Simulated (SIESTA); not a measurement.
Mg3GaO4, 8 atoms in the cell. Symmetry: Pm-3m, No. 221, cubic system. The conventional cell has a = 4.363 Å, b = 4.363 Å, c = 4.363 Å, α = 90.00°, β = 90.00°, γ = 90.00°. Ga (site symmetry m-3m) has 6 O at 2.18 Å as nearest neighbours. Mg (site symmetry 4/mmm) has 6 O at 2.18 Å as nearest neighbours. O (site symmetry 4/mmm) is surrounded by 2 Ga at 2.18 Å and 4 Mg at 2.18 Å. O (site symmetry m-3m) has 6 Mg at 2.18 Å as nearest neighbours. The cell comes from a database or a generator and needn't be the stable form of this composition.

- Program: SIESTA 5.4.2
- Task: single point
- Functional: PBE
- Potentials or basis: PseudoDojo 0.4 standard (PBE files)
- Basis: DZP (energy shift 0.003 Ry; two zetas on semicore shells)
- Grid cutoff: 800 Ry
- Energy shift: 0.003 Ry
- k mesh: 6 × 6 × 6
- Occupations: fermi-dirac, width 0.05 eV
- Spin: no spin polarisation

Potentials or basis: PseudoDojo 0.4 standard (PBE files), DZP (energy shift 0.003 Ry; two zetas on semicore shells).

Launch:

```sh
$ siesta < Mg3GaO4.fdf > Mg3GaO4.out 2>&1
```

Hardware: 1 thread of Intel(R) Xeon(R) 6975P-C (Granite Rapids) (shared host).

Problem. Estimate the wall time of this run.

Solution. It took 2.2 min on 1 thread of Intel(R) Xeon(R) 6975P-C (Granite Rapids) (shared host), peak memory 0.68 GiB. Counts: scf iterations 9, k points 132, bands 114.
